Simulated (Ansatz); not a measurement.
This script for a run that restarts from a saved state of Be, space group Im-3m with Ansatz 0.2.0 through its Python package holds a mistake.

The script, `be.py`:
```python
'''Two stages for Be: converge the density, then read it back for bands.'''

import argparse

import ansatz as az

XC = 'PBEsol'
CUTOFF = 35
KMESH = (17, 17, 17)
SIGMA = 0.1
MAX_SCF = 90

lattice = az.Lattice.of(
    [-1.253121, 1.253121, 1.253121],
    [1.253121, -1.253121, 1.253121],
    [1.253121, 1.253121, -1.253121],
)
sites = [
    ('Be', [0.0, 0.0, 0.0]),
]
xtal = az.Crystal(lattice=lattice)
for symbol, position in sites:
    xtal = xtal.atom(symbol, position)

parser = argparse.ArgumentParser()
parser.add_argument('stage', choices=['scf', 'bands'])
stage = parser.parse_args().stage
calculation = (
    xtal.calculation()
    .functional(XC)
    .pseudopotentials('paw')
    .basis(CUTOFF)  # a bare number is in eV
    .kpoints(*KMESH)
    .occupations(az.OccupationsMethod.COLD, width=SIGMA)  # fractional filling near the Fermi level
    .scf(max_iterations=MAX_SCF)
)
if stage == 'scf':
    r = calculation.checkpoint(write='be.run').run(threads=1).report
    print(f'F = {r["free_energy_ev"]:.5f} eV after {r["n_iterations"]} iterations, saved')
else:
    points = {'G': (0.0, 0.0, 0.0), 'H': (0.5, -0.5, 0.5), 'N': (0.0, 0.0, 0.5), 'P': (0.25, 0.25, 0.25)}
    done = calculation.checkpoint(read='be.run', post_process_only=True).band_structure(list(points.values()), intervals=1).run(threads=1)
    bands = done.band_structure()
    for label, levels in zip(points, bands.channels[0].eigenvalues_ev - bands.fermi_energy_ev):
        print(f'{label:3s}', ' '.join(f'{e:7.3f}' for e in levels if abs(e) < 6))
```

```console
$ python be.py scf
Traceback (most recent call last):
  File "be.py", line 38, in <module>
    r = calculation.checkpoint(write='be.run').run(threads=1).report
        ~~~~~~~~~~~~~~~~~~~~~~~~~~~~~~~~~~~~~~~~~~^^^^^^^^^^^
  ...
ansatz.RefusalError: inconsistent input (basis.ecutwfc, kpoints, scf.occupations.method): the automatic band count, capped at the 1 plane waves of the smallest per-k basis (k-point 0, counted from 0 among those solved), leaves no empty band above the 1 bands per channel that the deck's 2 electrons occupy, and the occupations search for the Fermi level (a smearing at a finite width, or tetrahedra): a level found among occupied bands alone can fill a metal as an insulator; raise basis.ecutwfc until the smallest per-k basis, which caps the automatic band count, holds at least 2 plane waves (see scf.n_extra_bands in the input reference)
$ echo $?
1
```
(Library frames cut from the traceback.)

```console
$ python be.py bands
Traceback (most recent call last):
  File "be.py", line 42, in <module>
    done = calculation.checkpoint(read='be.run', post_process_only=True).band_structure(list(points.values()), intervals=1).run(threads=1)
  ...
ansatz.RefusalError: inconsistent input (basis.ecutwfc, kpoints, scf.occupations.method): the automatic band count, capped at the 1 plane waves of the smallest per-k basis (k-point 0, counted from 0 among those solved), leaves no empty band above the 1 bands per channel that the deck's 2 electrons occupy, and the occupations search for the Fermi level (a smearing at a finite width, or tetrahedra): a level found among occupied bands alone can fill a metal as an insulator; raise basis.ecutwfc until the smallest per-k basis, which caps the automatic band count, holds at least 2 plane waves (see scf.n_extra_bands in the input reference)
```
(Library frames cut from the traceback.)

Why does it end like this?

The fault: a cutoff meant in rydberg is read as eV, so the basis is far too small. The correction:

```diff
--- before
+++ after
@@ -7,3 +7,3 @@
 XC = 'PBEsol'
-CUTOFF = 35
+CUTOFF = 550
 KMESH = (17, 17, 17)
```

With that change:

```console
$ python be.py scf
F = -90.24735 eV after 3 iterations, saved
```

```console
$ python be.py bands
G
H     3.883   3.883   3.883
N    -5.291   0.322
P     0.528   0.528   0.528
```

What to keep in mind:
- Absolute energies stand on the zero of these potentials, so only differences at equal settings mean something. A total without «per atom» is that of the cell as typed.
- The mesh is modest for a metal, so energies can be off by several to tens of meV an atom and pressures by half a GPa or more; differences at equal mesh fare better.
- This isn't the structure that Be takes at ambient conditions.
- Levels are Kohn-Sham eigenvalues on this mesh.
- Run time: 1.8 s on 1 thread of Arm Neoverse V2, with other jobs on the host, peak memory 0.3 GiB.
